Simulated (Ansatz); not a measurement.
# C2H3OSb, SMILES C#C[O][SbH2]: a polarisability from point charges

With Ansatz 0.2.0, Python API.

`c2h3osb.xyz`
```text
7

C     1.90030    0.02030    0.35350
C     0.78430   -0.49160    0.46080
O    -0.45010   -1.11450    0.58350
Sb   -2.02260   -0.30050   -0.25580
H     2.78770    0.54470    0.21850
H    -1.70700    1.30640    0.36580
H    -1.23130   -0.03300   -1.77190
```

Notebook, run cell by cell (the value of a cell's last expression is shown):

**Cell 1**
```python
import ansatz
import numpy as np
```

**Cell 2**
```python
mol = ansatz.Crystal.molecule_from_extxyz('c2h3osb.xyz')
```

**Cell 3**
```python
calc = (
    mol.calculation()
    .basis(gaussian='def2-SVPD')  # the orbital basis, by name
    .correlation('mp2')  # correlation on top of the mean field
    .forces()
)
# charges +q and -q at -R and +R make a nearly even field 2 k q / R^2 at the centre
centre = np.mean([site.position_ang for site in mol.cartesian_sites], axis=0)
field = 2 * 14.399645 * 2.0 / 30.0 ** 2


def dipole(axis, sign):
    arm = 30.0 * np.eye(3)[axis]
    pair = [{'charge': sign * 2.0, 'position_ang': (centre - arm).tolist()}, {'charge': -sign * 2.0, 'position_ang': (centre + arm).tolist()}]
    deck = calc.input().set(ansatz.key.basis.gaussian.point_charges, pair)
    return np.array(ansatz.Session.from_dict(deck).plan().execute().report['charge_distribution']['dipole_moment_e_ang'])
```

**Cell 4**
```python
print(f'field {field:.4f} V/A')
alpha = np.array([(dipole(axis, 1) - dipole(axis, -1)) / (2 * field) * 14.399645 for axis in range(3)])
print('polarisability tensor (A^3)')
print(np.array2string(alpha, precision=3, suppress_small=True))
print(f'mean {np.trace(alpha) / 3:.3f} A^3 = {np.trace(alpha) / 3 / 0.14818471:.2f} bohr^3')
```
Output:
```text
field 0.0640 V/A
polarisability tensor (A^3)
[[12.87   0.792  0.315]
 [ 0.777  8.756  0.107]
 [ 0.309  0.102  8.59 ]]
mean 10.072 A^3 = 67.97 bohr^3
```

Reading the output:
- The geometry is a force-field or estimated start, not a minimum of this method, and the basis set is short of its limit. The field of two point charges is only nearly even.
- def2 sets replace the cores of elements past krypton by effective core potentials.
- Finished in 47 s on 1 thread of Arm Neoverse V1, on a shared host, peak memory 0.4 GiB.
